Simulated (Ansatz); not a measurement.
Predict the output of the script below (Ansatz 0.2.0 through its Python package).

`run_bde.py`:
```python
import ansatz as az

SETTINGS = {
    "basis": "6-31G*",
    "functional": "r2SCAN",
    "dispersion": "d3bj",
}


def total_energy(molecule, charge=0, unpaired=0):
    calc = (
        molecule.calculation()
        .basis(gaussian=SETTINGS["basis"])
        .functional(SETTINGS["functional"], dispersion=SETTINGS["dispersion"])
        .scf(lower_state_search="off")
    )
    if charge:
        calc = calc.charge(charge)
    if unpaired:
        calc = calc.spin("collinear", total=unpaired)
    report = calc.run(threads=1).report
    if report["published_state_doubts"]:
        print("  doubts:", report["published_state_doubts"])
    return report["free_energy_ev"]

GEOMETRY = """
C     0.01910    0.89100   -0.36460
O    -0.95630    0.09910    0.32400
C    -0.01870   -0.94680    0.35570
O     1.01140   -0.10370   -0.33540
H    -0.35170    1.17250   -1.40770
H     0.26870    1.83570    0.18930
H    -0.25740   -1.83010   -0.19360
H     0.37700   -1.17500    1.37650
"""

def without(molecule, index):
    rest = az.Crystal.molecule()
    for i, site in enumerate(molecule.cartesian_sites):
        if i != index:
            rest = rest.atom(site.symbol, site.position_ang)
    return rest

mol = az.Crystal.molecule()
for line in GEOMETRY.strip().splitlines():
    symbol, *xyz = line.split()
    mol = mol.atom(symbol, [float(v) for v in xyz])

whole = total_energy(mol, 0)
hydrogen = total_energy(az.Crystal.molecule().atom("H", (0, 0, 0)), 0, 1)
print(f"E(molecule) = {whole:.5f} eV, E(H) = {hydrogen:.5f} eV")
for index in [7]:
    radical = total_energy(without(mol, index), 0, 1)
    print(f"H{index}: homolysis {96.485332 * (radical + hydrogen - whole):.1f} kJ/mol")
```

`python run_bde.py` gives:
```text
DeckWarning: the engine holds no damping parameters fitted to this dispersion correction and functional, so the run takes those fitted to r2scan beside the three-body term, which d3bj leaves out (hamiltonian.dispersion, under Limitations)
E(molecule) = -6227.88039 eV, E(H) = -13.55744 eV
H7: homolysis 410.3 kJ/mol
```
(Warnings from the package without file and line.)

What to keep in mind:
- The settings weren't tested for convergence.
- The geometry is a force-field or estimated start, not a minimum of this method, and the basis set is short of its limit. All parts are taken at fixed geometry, without zero-point energy.
- A dispersion term here runs with damping parameters fitted for another variant or functional.
- Timing: 7.7 s on 1 thread of Arm Neoverse N1, with other jobs on the host, peak memory 0.16 GiB.
